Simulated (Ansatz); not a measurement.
**KI: how the settings move a single-point run**

Aim: see which settings change the result for KI, by how much, and at what cost.

Program: Ansatz 0.2.0. Level of theory: reference: DFT, r2SCAN, plane waves, PAW. These are calculated values, not measurements.

1 further run of the same task is left out (it didn't finish).

## Step 1: The system as given

It takes space group Fm-3m (No. 225, cubic). The conventional cell has a = 7.089 Å, b = 7.089 Å, c = 7.089 Å, α = 90.00°, β = 90.00°, γ = 90.00°. K (site symmetry m-3m) has 6 I at 3.54 Å as nearest neighbours. I (site symmetry m-3m) has 6 K at 3.54 Å as nearest neighbours.

Coordinates:

```cif
data_structure
_symmetry_space_group_name_H-M 'P 1'
_symmetry_Int_Tables_number 1
_cell_length_a 5.0124
_cell_length_b 5.0124
_cell_length_c 5.0124
_cell_angle_alpha 60.000
_cell_angle_beta 60.000
_cell_angle_gamma 60.000
_cell_volume 89.05
loop_
_atom_site_label
_atom_site_type_symbol
_atom_site_fract_x
_atom_site_fract_y
_atom_site_fract_z
_atom_site_occupancy
K1 K 0.00000 0.00000 0.00000 1
I1 I 0.50000 0.50000 0.50000 1
```

## Step 2: Reference

input.yaml reads:

```yaml
crystal:
  lattice:
    - [0.0, 3.544285025, 3.544285025]
    - [3.544285025, 0.0, 3.544285025]
    - [3.544285025, 3.544285025, 0.0]
  atoms:
    - { symbol: K, position: [0.0, 0.0, 0.0] }
    - { symbol: I, position: [0.5, 0.5, 0.5] }
kpoints:
  mp_grid: { grid: [4, 4, 4] }
hamiltonian:
  xc: r2scan
scf:
  occupations: { method: fixed }
  n_extra_bands: 4
output:
  forces: true
  stress: true
  eigenvalues: true
```

On the command line:

```sh
$ ansatz run input.yaml --threads 4 --pin off --max-ram 3686MiB --backend cpu --events-out ev --progress --plain --runs-dir out
```

## Step 3: A further run, with the input changed

Edit input.yaml of step 2 so:

```diff
@@ -15,2 +15,4 @@
   n_extra_bands: 4
+  mixing: { beta: 1.0 }
+  max_iter: 74
 output:
```

## Step 5: Changing settings: occupations.method methfessel_paxton, occupations.width 0.5

Edit input.yaml of step 2 so:

```diff
@@ -13,3 +13,3 @@
 scf:
-  occupations: { method: fixed }
+  occupations: { method: methfessel_paxton, width: 0.5 }
   n_extra_bands: 4
```

## Step 6: Changed: exchange pbe, correlation pbe, coeff 0.4, omega 0.1

Edit input.yaml of step 2 so:

```diff
@@ -11,3 +11,3 @@
 hamiltonian:
-  xc: r2scan
+  xc: { exchange: pbe, correlation: pbe, exx: { coeff: 0.4, omega: 0.1 } }
 scf:
```

## Step 7: Changed: exchange pbe, correlation pbe, coeff 0.1, omega 0.1

Edit input.yaml of step 2 so:

```diff
@@ -11,3 +11,3 @@
 hamiltonian:
-  xc: r2scan
+  xc: { exchange: pbe, correlation: pbe, exx: { coeff: 0.1, omega: 0.1 } }
 scf:
```

## Step 8: Changed: exchange pbe, correlation pbe, coeff 0.4, omega 0.2078

Edit input.yaml of step 2 so:

```diff
@@ -11,3 +11,6 @@
 hamiltonian:
-  xc: r2scan
+  xc:
+    exchange: pbe
+    correlation: pbe
+    exx: { coeff: 0.4, omega: 0.2078 }
 scf:
```

(Steps that only read results are left out.)

**Question.** What will these runs give? Wanted: for each run, ending; energy change; pressure; gap; force.

As calculated:

| run | ending | energy change | pressure (GPa) | gap (eV) | force (eV/Å) | cycles | time |
| --- | --- | --- | --- | --- | --- | --- | --- |
| reference | converged | 0 | 0.0 | 4.59 | 0.00 | 6 | 2.7 s |
| 1: mixing.beta 1.0 | converged | 0.0 meV/atom | 0.0 | 4.59 | 0.00 | 6 | 2.5 s |
| 2: occupations.method methfessel_paxton, occupations.width 0.5 | converged | 0.0 meV/atom (σ→0) | 0.0 | 4.59 | 0.00 | 6 | 2.5 s |
| 3: exchange pbe, correlation pbe, coeff 0.4, omega 0.1 | converged | not comparable | 0.1 | 6.09 | 0.00 | 10 | 22 s |
| 4: exchange pbe, correlation pbe, coeff 0.1, omega 0.1 | converged | not comparable | 0.4 | 4.47 | 0.00 | 9 | 20 s |
| 5: exchange pbe, correlation pbe, coeff 0.4, omega 0.2078 | converged | not comparable | 0.2 | 5.56 | 0.00 | 10 | 22 s |

Residual by cycle in the longest SCF loop of each run; runs are numbered as in the table. The quantity is the density residual dr2, in eV.

| cycle | reference | run 1 | run 2 | run 3 | run 4 | run 5 |
| --- | --- | --- | --- | --- | --- | --- |
| 1 | 0.00354 | 0.00354 | 0.00353 | 0.00484 | 4.9e-4 | 0.00491 |
| 2 | 3.9e-4 | 0.0012 | 3.9e-4 | 0.00208 | 6.8e-5 | 0.0016 |
| 3 | 1.8e-5 | 4.2e-5 | 1.8e-5 | 3.4e-4 | 1.2e-5 | 2.4e-4 |
| 4 | 1.5e-6 | 3.9e-6 | 2.1e-6 | 4.7e-5 | 5.7e-7 | 2.7e-5 |
| 5 | 1.7e-7 | 8.2e-8 | 1.2e-7 | 7.8e-6 | 4.0e-8 | 3.5e-6 |
| 6 | 2.0e-9 | 3.1e-10 | 9.7e-10 | - | - | - |

What this shows: Of the converged runs whose energies compare with the reference's, none moves it noticeably. Of the variants the dearest is «exchange pbe, correlation pbe, coeff 0.4, omega 0.1» (22 s), the cheapest «occupations.method methfessel_paxton, occupations.width 0.5» (2.5 s), on a shared host. The gap of the reference lacks spin-orbit coupling, though the cell holds I.
